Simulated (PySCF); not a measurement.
# CH8GeN2: the cost of one run

Computed with PySCF 2.14.0, with density-fitted response routines of our own, on a single molecule in the gas phase. Atoms count from 0, in the outputs and in this text.

## 1. Starting geometry

12 atoms, charge 0, multiplicity 1; geometry from: GFN2-xTB. The atoms were then displaced at random by about 0.01 Å, so the start is not that level's minimum.

Bonds of the start (Å): C0–N1 1.43, N1–Ge2 1.79, Ge2–N3 1.85, C0–H4 1.11, C0–H5 1.07, C0–H6 1.12, N1–H7 1.01, Ge2–H8 1.54, Ge2–H9 1.49, N3–H10 0.97, N3–H11 1.01.

## 2. Relaxing the molecule at PBE0-D3(BJ)/def2-SVP

What the job is given:

```
{"job": {"xc": "PBE0", "basis": "def2-SVP", "d3": "d3bj", "grid": 1, "shake": 0.01, "kind": "geom"}, "charge": 0, "multiplicity": 1}
C     -1.680530     0.084280    -0.496670
N     -0.886910    -0.303490     0.622030
Ge     0.859740    -0.653990     0.426530
N      1.802690     0.728240    -0.369350
H     -2.751800    -0.134490    -0.315430
H     -1.380700    -0.441430    -1.381140
H     -1.612820     1.176410    -0.728840
H     -1.146320     0.185550     1.463100
H      1.346230    -1.022540     1.840050
H      1.010320    -1.791550    -0.519440
H      2.699210     0.529560    -0.673400
H      1.780590     1.615180     0.123520
```

Launch:

```sh
$ OMP_NUM_THREADS=1 python probes_run.py task.json out
```

This one command runs all jobs of the session in turn.

**Question.** How long does this first job take on 1 thread of Arm Neoverse N1, shared host, and how much memory does it need?

About 89 s, with a peak of 0.47 GiB.
